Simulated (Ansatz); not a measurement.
# AlF2H5Si: the cost of one run

Program: Ansatz 0.2.0. Level of theory: RKS B3LYP/def2-SVP. These are calculated values, not measurements.

## (1) The starting structure

Bond lengths: Al1–F3 1.661 Å, Al1–F4 1.661 Å, Al1–Si6 2.704 Å, Si6–H7 1.485 Å, Si6–H8 1.479 Å, Si6–H9 1.482 Å. Angles: F3–Al1–F4 114.0°, F3–Al1–Si6 132.2°, F4–Al1–Si6 112.9°, Al1–Si6–H7 92.1°, Al1–Si6–H8 138.2°, Al1–Si6–H9 101.9°, H7–Si6–H8 105.0°, H7–Si6–H9 114.7°, H8–Si6–H9 104.6°.

As a file:

```xyz
9

Al   -1.5092   -0.1597   -0.2515
H    -0.2644   -0.9391    1.1183
F    -2.5052   -1.1572   -1.1306
F    -2.3147    0.8381    0.8048
H     0.6332   -0.5837    1.0013
Si    1.1120    0.4591   -0.4938
H     1.1318    1.1329    0.8290
H     1.9736    1.2912   -1.3612
H     1.7430   -0.8817   -0.5162
```

## (2) Pulling towards end A

Springs on the bonds that form and break draw the guess towards this end; the thresholds are loose.

The input, input.yaml:

```yaml
crystal:
  periodic: [false, false, false]
  atoms:
    - { symbol: Al, position_ang: [-1.5092, -0.1597, -0.2515] }
    - { symbol: H, position_ang: [-0.2644, -0.9391, 1.1183] }
    - { symbol: F, position_ang: [-2.5052, -1.1572, -1.1306] }
    - { symbol: F, position_ang: [-2.3147, 0.8381, 0.8048] }
    - { symbol: H, position_ang: [0.6332, -0.5837, 1.0013] }
    - { symbol: Si, position_ang: [1.112, 0.4591, -0.4938] }
    - { symbol: H, position_ang: [1.1318, 1.1329, 0.829] }
    - { symbol: H, position_ang: [1.9736, 1.2912, -1.3612] }
    - { symbol: H, position_ang: [1.743, -0.8817, -0.5162] }
basis:
  gaussian: { orbitals: def2-SVP }
hamiltonian:
  xc: b3lyp
relax:
  f_tol: 0.15
  max_steps: 25
  restrain:
    - { distance: [0, 5], at: 3.62, k: 30.0 }
    - { distance: [4, 1], at: 1.92, k: 30.0 }
    - { distance: [0, 1], at: 1.52, k: 30.0 }
    - { distance: [4, 5], at: 1.42, k: 30.0 }
```

On the command line:

```
$ ansatz run input.yaml --threads 2 --pin off --max-ram 3072MiB --backend cpu --events-out ev --progress --plain --runs-dir out
```

**Question.** How long does this run take on 2 threads of Arm Neoverse V2, shared host, and how much memory does it need?

About 21 s, with a peak of 0.17 GiB.
